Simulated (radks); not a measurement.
# O⁺ in [He] 2s1 2p3 3p1: an all-electron calculation

One table from this session's results is given with a row withheld; the runs are named, their logs left out.

Method: scalar-relativistic Kohn-Sham, PBEsol, spin-polarised, spherical densities, finite nucleus; open shells are filled with parallel spins first. Code: radks (a radial shooting solver on a logarithmic mesh, Libxc functionals) version 1.

## Starting point

* element: oxygen (Z = 8)
* charge: +1
* electrons: 7
* configuration: [He] 2s1 2p3 3p1
* nuclear rms radius: 2.6991 fm

The outer shells:

O⁺
```
[He] core
2s [↑ ]
2p [↑ ][↑ ][↑ ]
3p [↑ ][  ][  ]
```

Set-up of the first run:

Input:

```text
Z 8
configuration [He] 2s1 2p3 3p1 3s0 3d0 4p0 4f0
relativity scalar-relativistic
functional pbe_sol,pbe_sol
spin polarised
nucleus finite rms 2.6991 fm
c 137.035999084
```

Steps of the session up to this table: Self-consistent calculation.

One table of the session follows, with a row left open; its other results are not shown here.

It belongs to the step «Orbitals and density». Radial moments (bohr):

```
  level     <r>  outermost maximum (interpolated)  90 % within  nodes
  1s up  0.2002                             0.129        0.359      0
1s down  0.1991                             0.129        0.357      0
  2s up       ?                                 ?            ?      ?
  2p up  0.9962                             0.741         1.65      0
  3s up   3.443                              3.06         5.07      2
  3p up   3.901                              3.46         5.81      1
  3d up   4.681                              3.98         7.23      0
```

Q: Estimate the row for 2s up from the others.

As computed: <r>: 1.025; outermost maximum (interpolated): 0.831; 90 % within: 1.60; nodes: 1. In the column «<r>» it lies between 2p up (0.9962) and 3s up (3.443).
